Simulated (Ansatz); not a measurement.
# B(H2S)F3 (BF3H2S): the relaxed shape and its frontier levels

Aim: characterise B(H2S)F3 (BF3H2S) as a singlet: its structure, frontier levels and distribution of charge.

Computed with Ansatz 0.2.0, Gaussian basis. Level: RKS PBE0-D4/def2-TZVP.

Levels to be run: relaxation at PBE-D4/def2-SVP; a search for the lowest solution at PBE0-D4/def2-SVP; a single point at PBE0-D4/def2-TZVP.

### Step 1. The system as given

7 atoms, charge 0, spin multiplicity 1.

Atoms are counted from 1 here; the program's logs count them from 0.

Bond lengths: B1–S2 2.120 Å, B1–F5 1.348 Å, B1–F6 1.362 Å, B1–F7 1.347 Å, S2–H3 1.318 Å, S2–H4 1.318 Å. Angles: S2–B1–F5 103.6°, S2–B1–F6 100.0°, S2–B1–F7 103.6°, F5–B1–F6 115.1°, F5–B1–F7 116.5°, F6–B1–F7 115.0°, B1–S2–H3 91.8°, B1–S2–H4 91.8°, H3–S2–H4 93.9°.

Geometry (Å):

```xyz
7
BF3H2S
B     0.13543   -0.23072   -0.79667
S     0.13688   -0.22892    1.32377
H     0.50831    1.03536    1.36403
H    -1.14992    0.05484    1.36673
F     1.44512   -0.20781   -1.11381
F    -0.53573    0.93059   -1.03279
F    -0.54008   -1.35334   -1.11125
```

The start is a GFN1-xTB geometry.

### Step 2. Optimising with PBE-D4/def2-SVP

in.yaml reads:

```yaml
crystal:
  periodic: [false, false, false]
  atoms:
    - {symbol: B, position_ang: [0.135430, -0.230720, -0.796670]}
    - {symbol: S, position_ang: [0.136880, -0.228920, 1.323770]}
    - {symbol: H, position_ang: [0.508310, 1.035360, 1.364030]}
    - {symbol: H, position_ang: [-1.149920, 0.054840, 1.366730]}
    - {symbol: F, position_ang: [1.445120, -0.207810, -1.113810]}
    - {symbol: F, position_ang: [-0.535730, 0.930590, -1.032790]}
    - {symbol: F, position_ang: [-0.540080, -1.353340, -1.111250]}
basis:
  gaussian: {orbitals: def2-SVP}
hamiltonian: {xc: pbe, dispersion: d4}
scf: {omitted_lower_state_checks: [starts]}
output: {orbitals: {seedname: orbitals}}
relax: {f_tol: 0.02, max_steps: 100}
```

Run with:

```bash
ansatz run in.yaml --threads 4 --pin off --events-out ev --progress --plain --max-ram 3916MiB
```

Standard output, cut to the lines that bear on the results:

```text
Functional definition: PBE
  name "PBE"
  cite "Perdew, Burke & Ernzerhof, Phys. Rev. Lett. 77, 3865 (1996) doi:10.1103/PhysRevLett.77.3865"
  parent pbe
[...]
919 factors; their error is unknown
[...]
mean field -19675.79532310 eV, -723.0721413909 hartree, gradient 5.3e-5 eV, S^2 0.000000; 0 other end points of the search recorded, 0 dependent functions left out
[...]
reference -19675.79535127 eV, -723.0721424260 hartree; 25, 25 occupied and 59, 59 virtual orbitals, 919 factors
relax step   1: F+E_penalty+E_count = -19675.92078021 eV  Δ(F+E_penalty+E_count) = +0.000e0 eV  max|allowed force component| = 1.559e0 eV/Å  Δτ_max = 0.0000 Å  (23 SCF iters, accepted)
[...]
relax step   3: F+E_penalty+E_count = -19676.10643029 eV  Δ(F+E_penalty+E_count) = -5.862e-2 eV  max|allowed force component| = 6.118e-1 eV/Å  Δτ_max = 0.1225 Å  (27 SCF iters, accepted)
[...]
relax step   5: F+E_penalty+E_count = -19676.14879952 eV  Δ(F+E_penalty+E_count) = -4.237e-2 eV  max|allowed force component| = 2.727e-1 eV/Å  Δτ_max = 0.0854 Å  (27 SCF iters, accepted)
[...]
relax step   7: F+E_penalty+E_count = -19676.15218420 eV  Δ(F+E_penalty+E_count) = +1.256e-2 eV  max|allowed force component| = 4.498e-1 eV/Å  Δτ_max = 0.1462 Å  (28 SCF iters, rejected (line search))
[...]
relax step   8: F+E_penalty+E_count = -19676.16885456 eV  Δ(F+E_penalty+E_count) = -4.113e-3 eV  max|allowed force component| = 3.070e-2 eV/Å  Δτ_max = 0.0553 Å  (23 SCF iters, accepted)
[...]
relax step   9: F+E_penalty+E_count = -19676.16905638 eV  Δ(F+E_penalty+E_count) = -2.018e-4 eV  max|allowed force component| = 3.040e-3 eV/Å  Δτ_max = 0.0070 Å  (25 SCF iters, accepted)
[...]
919 factors; their error is unknown
mean field -19676.04787385 eV, -723.0814224599 hartree, gradient 2.4e-5 eV, S^2 0.000000; 0 other end points of the search recorded, 0 dependent functions left out
[...]
reference -19676.04790424 eV, -723.0814235764 hartree; 25, 25 occupied and 59, 59 virtual orbitals, 919 factors
Total energy: -19676.16908676 eV, -723.0858769519 hartree
Atom 0 at     0.145566    -0.249092    -1.130102 Å, force    -0.000758     0.000888    -0.003040 eV/Å
Atom 1 at     0.126612    -0.216330     1.582077 Å, force     0.001229    -0.001832    -0.000032 eV/Å
Atom 2 at     0.492578     1.094236     1.634553 Å, force    -0.001816     0.001284     0.001118 eV/Å
Atom 3 at    -1.194977     0.107577     1.634622 Å, force    -0.000136     0.002201     0.000993 eV/Å
Atom 4 at     1.473358    -0.241099    -1.241744 Å, force    -0.000239    -0.000404    -0.000320 eV/Å
Atom 5 at    -0.523223     0.902916    -1.238416 Å, force     0.001238    -0.002173     0.001982 eV/Å
Atom 6 at    -0.519904    -1.398208    -1.240980 Å, force     0.000482     0.000036    -0.000701 eV/Å
Dipole moment:    -0.140014     0.239569     0.395083 e Å
Checks for a lower state left out: starts
```

It took 6.5 s on 4 threads of Arm Neoverse V2, shared host.

Along the way: (the energy doesn't fall at every step)

| step | energy from step 1 (eV) | largest force component (eV/Å) |
| --- | --- | --- |
| 1 | 0.0000 | 1.5589 |
| 2 | -0.1270 | 0.7062 |
| 3 | -0.1856 | 0.6118 |
| 4 | -0.0921 | 1.3294 |
| 5 | -0.2280 | 0.2727 |
| 6 | -0.2440 | 0.1200 |
| 7 | -0.2314 | 0.4498 |
| 8 | -0.2481 | 0.0307 |
| 9 | -0.2483 | 0.0030 |

Distances of close pairs at the start and the end, largest changes first:

| bond | before (Å) | after (Å) | change (Å) |
| --- | --- | --- | --- |
| B1–S2 | 2.120 | 2.712 | +0.592 |
| S2–H3 | 1.318 | 1.362 | +0.043 |
| S2–H4 | 1.318 | 1.362 | +0.043 |
| B1–F6 | 1.362 | 1.336 | -0.025 |
| B1–F5 | 1.348 | 1.333 | -0.015 |
| B1–F7 | 1.347 | 1.333 | -0.015 |

Contacts that opened: B1–S2 2.12 to 2.71 Å.

Bonds by kind at the end (by distance):

| bond | count | shortest (Å) | longest (Å) |
| --- | --- | --- | --- |
| B–F | 3 | 1.333 | 1.336 |
| H–S | 2 | 1.362 | 1.362 |

### Step 3. Searching for the lowest solution, PBE0-D4/def2-SVP

start.molden holds the orbitals of an earlier run on this state, given as this run's starting guess.

in.yaml reads:

```yaml
crystal:
  periodic: [false, false, false]
  atoms:
    - {symbol: B, position_ang: [0.145566, -0.249092, -1.130102]}
    - {symbol: S, position_ang: [0.126612, -0.216330, 1.582077]}
    - {symbol: H, position_ang: [0.492578, 1.094236, 1.634553]}
    - {symbol: H, position_ang: [-1.194977, 0.107577, 1.634622]}
    - {symbol: F, position_ang: [1.473358, -0.241099, -1.241744]}
    - {symbol: F, position_ang: [-0.523223, 0.902916, -1.238416]}
    - {symbol: F, position_ang: [-0.519904, -1.398208, -1.240980]}
basis:
  gaussian: {orbitals: def2-SVP, initial_orbitals: start.molden}
hamiltonian: {xc: pbe0, dispersion: d4}
output: {orbitals: {seedname: orbitals}}
```

The command is unchanged.

Standard output:

```text
Functional definition: PBE0
  name "PBE0"
  cite "Adamo & Barone, J. Chem. Phys. 110, 6158 (1999) doi:10.1063/1.478522"
  cite "Perdew, Burke & Ernzerhof, Phys. Rev. Lett. 77, 3865 (1996) doi:10.1103/PhysRevLett.77.3865"
  parent pbe
  parameter a = 0.25
  parameter kappa = 0.804
  parameter beta = 0.06672455060314922
  exchange = (1 - a)*pbe_x(kappa = kappa, mu = beta*pi^2/3) + a*exact_x
  correlation = pbe_c(beta = beta)
789 factors; integrals over basis functions are off by at most 1.3e-3 eV
mean field evaluation 1: about -19676.8930 eV, gradient 6.9e0 eV
mean field evaluation 2: about -19676.9897 eV, gradient 1.3e-1 eV
mean field evaluation 4: about -19677.1491 eV, gradient 8.6e-4 eV
mean field evaluation 8: about -19674.6145 eV, gradient 4.0e1 eV
mean field evaluation 16: about -19677.1491 eV, gradient 3.1e-2 eV
mean field -19677.14913192 eV, -723.1218929472 hartree, gradient 2.9e-5 eV, S^2 0.000000; 1 other end points of the search recorded, 0 dependent functions left out
reference -19677.14915413 eV, -723.1218937636 hartree; 25, 25 occupied and 59, 59 virtual orbitals, 789 factors
Total energy: -19677.25119847 eV, -723.1256438238 hartree
```

Wall time 0.9 s (4 threads of Arm Neoverse V2, shared host).

Report: HOMO -8.32 eV, LUMO 0.36 eV.

### Step 4. Single point, PBE0-D4/def2-TZVP

in.yaml: that of step 3 with these lines changed.

```diff
@@ -11,4 +11,5 @@
 basis:
-  gaussian: {orbitals: def2-SVP, initial_orbitals: start.molden}
+  gaussian: {orbitals: def2-TZVP, initial_orbitals: start.molden}
 hamiltonian: {xc: pbe0, dispersion: d4}
+scf: {omitted_lower_state_checks: [starts]}
 output: {orbitals: {seedname: orbitals}}
```

The command is unchanged.

Standard output:

```text
Functional definition: PBE0
  name "PBE0"
  cite "Adamo & Barone, J. Chem. Phys. 110, 6158 (1999) doi:10.1063/1.478522"
  cite "Perdew, Burke & Ernzerhof, Phys. Rev. Lett. 77, 3865 (1996) doi:10.1103/PhysRevLett.77.3865"
  parent pbe
  parameter a = 0.25
  parameter kappa = 0.804
  parameter beta = 0.06672455060314922
  exchange = (1 - a)*pbe_x(kappa = kappa, mu = beta*pi^2/3) + a*exact_x
  correlation = pbe_c(beta = beta)
these checks for a lower state are left out or cut short: starts
996 factors; their error is unknown
mean field evaluation 1: about -19686.5078 eV, gradient 2.2e2 eV
mean field evaluation 2: about -19691.5450 eV, gradient 5.8e0 eV
mean field evaluation 4: about -19691.6649 eV, gradient 1.9e-1 eV
mean field -19691.66492256 eV, -723.6553384141 hartree, gradient 5.0e-5 eV, S^2 0.000000; 0 other end points of the search recorded, 0 dependent functions left out
reference -19691.66495098 eV, -723.6553394585 hartree; 25, 25 occupied and 148, 148 virtual orbitals, 996 factors
Total energy: -19691.76699531 eV, -723.6590895187 hartree
Checks for a lower state left out: starts
```

It took 1.4 s on 4 threads of Arm Neoverse V2, shared host.

From the report: HOMO -8.43 eV, LUMO -0.14 eV.

Mulliken charges, from this run's orbitals:

| atom | value (e) |
| --- | --- |
| B1 | 0.58 |
| S2 | -0.28 |
| H3 | 0.20 |
| H4 | 0.20 |
| F5 | -0.23 |
| F6 | -0.24 |
| F7 | -0.23 |

Largest Mayer bond orders: B1–F5 1.20; B1–F7 1.20; B1–F6 1.19; S2–H3 0.95; S2–H4 0.95; B1–S2 0.22.

Orbitals, density, ELF and potential are computed afterwards from the orbital file.

Frontier orbitals at PBE0-D4/def2-TZVP, with the share of their density that lies nearest to each atom:

| orbital | energy (eV) | lies on |
| --- | --- | --- |
| HOMO-1 | -11.08 | S2 62 %; H3, H4 about 16 % each |
| HOMO | -8.43 | S2 71 %; H3, H4 about 9 % each |
| LUMO | -0.14 | S2 48 %; H3, H4 about 24 % each |

ELF in a plane through or near 3 of the atoms.

Ten even steps from '0' (0.00) to '9' (1.00):
```
0000000000000000000000000000
0000000000000000000000000000
0000000000000000000000000000
0000000011100000000000000000
0000001344430000025663100000
0000012566651000268997300000
0000013678761000589998610000
0000013677751002689998620000
0000012567641014789997420000
0000000222411137766664311000
0000000221511137765664311000
0000012566541014789997420000
0000013677751002689998620000
0000014678761000589998610000
0000012567651000268997300000
0000001344431000025663100000
0000000011100000000000000000
0000000000000000000000000000
0000000000000000000000000000
0000000000000000000000000000
```
The map spans 8.7 Å across and 7.5 Å up, centred on the molecule. Atoms in the plane (x, y in Å): B1 (-1.2, 0.0), H3 (1.8, 1.0), H4 (1.8, -1.0).

On the surface of density 0.002 e/bohr³ the electrostatic potential runs, from the 1st to the 99th percentile, from -0.69 V near F7 to 1.80 V near H4.

### Step 5. What came out

| quantity | value |
| --- | --- |
| point group | Cs |
| commonest bond, hydrogen aside | B–F, 3 of mean length 1.334 Å |
| HOMO, LUMO at PBE0-D4/def2-TZVP | -8.43, -0.14 eV |
| dipole at PBE-D4/def2-SVP | 2.32 D |

What this shows: The relaxation broke 1 and made 0 bonds, so the end is another structure than the start. No usable vibrations, so a minimum isn't proven. The HOMO lies nearest to S2 71 %; H3, H4 about 9 % each and the LUMO to S2 48 %; H3, H4 about 24 % each. The point group is read from a loosely relaxed geometry; soft torsions can leave it below the true symmetry.
